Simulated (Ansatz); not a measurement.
# BClFH3Si: the cost of one run

All numbers are computed with Ansatz 0.2.0 through its Python package. Level of theory: PBE0/def2-SVPD.

### 1 The structure

Bond lengths: F1–B2 1.475 Å, B2–Si3 1.925 Å, B2–Cl4 1.801 Å, Si3–H5 1.469 Å, Si3–H6 1.481 Å, Si3–H7 1.529 Å. Angles: F1–B2–Si3 119.9°, F1–B2–Cl4 122.0°, Si3–B2–Cl4 118.0°, B2–Si3–H5 110.8°, B2–Si3–H6 110.7°, B2–Si3–H7 109.3°, H5–Si3–H6 110.3°, H5–Si3–H7 108.0°, H6–Si3–H7 107.6°.

Input file bclfh3si.xyz:

```xyz
7

F    -0.76380   -1.73290    1.22160
B    -0.68540   -0.85750    0.03670
Si    0.51540    0.64670    0.03290
Cl   -1.60900   -1.20490   -1.47010
H     0.49900    1.32260   -1.27130
H     0.16500    1.60000    1.11010
H     1.93990    0.15800    0.29450
```

### 2 Script

bclfh3si.py

```python
# -*- coding: utf-8 -*-
"""Energy to split BClFH3Si into its atoms."""

from collections import Counter

import ansatz as az


def single_point(molecule, charge=0, unpaired=0):
    calc = (
        molecule.calculation()
        .basis(gaussian="def2-SVPD")
        .functional("PBE0")
    )
    if charge:
        calc = calc.charge(charge)
    if unpaired:
        calc = calc.spin("collinear", total=unpaired)
    report = calc.run(threads=1).report
    if report["published_state_doubts"]:
        print("  doubts:", report["published_state_doubts"])
    return report["free_energy_ev"]

molecule = az.Crystal.molecule_from_extxyz("bclfh3si.xyz")

# Hund ground states
unpaired = {"F": 1, "B": 1, "Si": 2, "Cl": 1, "H": 1}
counts = Counter(site.symbol for site in molecule.cartesian_sites)
atom_energy = {s: single_point(az.Crystal.molecule().atom(s, (0, 0, 0)), 0, unpaired[s]) for s in counts}
whole = single_point(molecule, 0, 0)
for s, e in atom_energy.items():
    print(f"{s:2s} x{counts[s]}  {e:14.5f} eV")
print(f"BClFH3Si: {whole:.5f} eV")
split = sum(counts[s] * e for s, e in atom_energy.items()) - whole
print(f"atomisation energy (no zero-point term): {23.060548 * split:.1f} kcal/mol, {split / sum(counts.values()):.3f} eV an atom")
```

### 3 The run

The run is started by

```console
python bclfh3si.py
```

**Question.** How long does this script take on 1 thread of Arm Neoverse V1, shared host, and how much memory does it need?

About 4.8 s, with a peak of 0.29 GiB.
